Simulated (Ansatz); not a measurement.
# SbH₃O₂: vertical ionisation energy

How much energy removes an electron from SbH₃O₂ at fixed geometry? The cation is run at each level and the neutral's energy taken from earlier runs.

Program: Ansatz 0.2.0, Gaussian basis. Level of theory: unrestricted cation, the program's frozen cores in correlated methods. These are calculated values, not measurements.

Plan: UKS PBE-D4/def2-TZVPP; UKS r2SCAN-D4/def2-TZVPP; UKS PBE0-D4/def2-TZVPP; UKS B3LYP-D4/def2-TZVPP; UKS wB97X-V/def2-TZVPP; UKS wB97M-V/def2-TZVPP; UKS B2PLYP/def2-TZVPP; UHF-CCSD(T)/def2-TZVPP; UHF-MP2/def2-QZVPP; extrapolation to the limit; then −ε(HOMO) from the neutral's earlier runs with LDA (SPW92), PBE-D4, revPBE-D4, BLYP-D4, r2SCAN-D4, B97M-V, PBE0-D4, B3LYP-D4, r2SCANh-D4, r2SCAN0-D4, HSE06-D4, BHLYP-D4, CAM-B3LYP-D4, LC-ωPBE, ωB97X-V, ωB97M-V.

## 1. The geometry

An earlier PBE0-D4 in a triple-zeta def2 set relaxation fixed the geometry. Sb takes the def2 core potential; no spin-orbit term is included.

SMILES `[OH][SbH][OH]`, 6 atoms, charge 0, spin multiplicity 1.

Atoms are counted from 1 here; the program's logs count them from 0.

Bond lengths: O1–Sb2 1.962 Å, O1–H4 0.960 Å, Sb2–O3 1.962 Å, Sb2–H5 1.708 Å, O3–H6 0.960 Å. Angles: Sb2–O1–H4 111.6°, O1–Sb2–O3 98.8°, O1–Sb2–H5 90.7°, O3–Sb2–H5 90.7°, Sb2–O3–H6 111.6°.

## 2. Cation, UKS PBE-D4/def2-TZVPP

Contents of in.yaml:

```yaml
crystal:
  periodic: [false, false, false]
  atoms:
    - {symbol: O, position_ang: [-1.453679, -0.246636, -0.450717]}
    - {symbol: Sb, position_ang: [0.427586, 0.236455, -0.727074]}
    - {symbol: O, position_ang: [1.070649, 0.007406, 1.112193]}
    - {symbol: H, position_ang: [-1.641840, -1.131565, -0.773143]}
    - {symbol: H, position_ang: [0.072903, 1.879162, -0.421177]}
    - {symbol: H, position_ang: [1.566582, -0.808821, 1.213620]}
basis:
  gaussian: {orbitals: def2-TZVPP}
total_charge: 1
magnetization: {spin_polarized: true, initial_magnetization: 1}
hamiltonian: {xc: pbe, dispersion: d4}
```

The run is started by

```
> ansatz run in.yaml --threads 2 --pin off --events-out ev --progress --plain --max-ram 4352MiB
```

After this run come: Cation, UKS r2SCAN-D4/def2-TZVPP; Cation, UKS PBE0-D4/def2-TZVPP; Cation, UKS B3LYP-D4/def2-TZVPP; Cation, UKS wB97X-V/def2-TZVPP; Cation, UKS wB97M-V/def2-TZVPP; Cation, UKS B2PLYP (frozen core)/def2-TZVPP; Cation, UHF-CCSD(T)/def2-TZVPP; Cation, UHF-MP2/def2-QZVPP.

**Question.** What will the summary of the whole plan be? Wanted: ionisation energy, CCSD(T)/CBS; nearest functional by difference; nearest −ε(HOMO); −ε(HOMO) of PBE; T1 of the cation.

The runs gave:

```
                        quantity               value
  ionisation energy, CCSD(T)/CBS             9.96 eV
nearest functional by difference  ωB97X-V (-0.23 eV)
                nearest −ε(HOMO)  LC-ωPBE (-0.06 eV)
                 −ε(HOMO) of PBE             6.16 eV
                T1 of the cation               0.022
```

In words: By cation minus neutral, the functionals miss by 0.60 eV at most. −ε(HOMO) of PBE misses by 3.8 eV, since self-interaction lifts the level. Among orbital estimates LC-ωPBE comes nearest. Hartree-Fock falls 0.86 eV short, as the neutral has more correlation energy than the cation. The cation may have settled in a state other than its lowest; no search over hole states beyond the program's own was made. Correlated methods include outer-core shells of Sb, which these sets cover unevenly. With outer-core shells in play the reference is unsure by up to some tenths of an eV, so close misses can't be ranked.
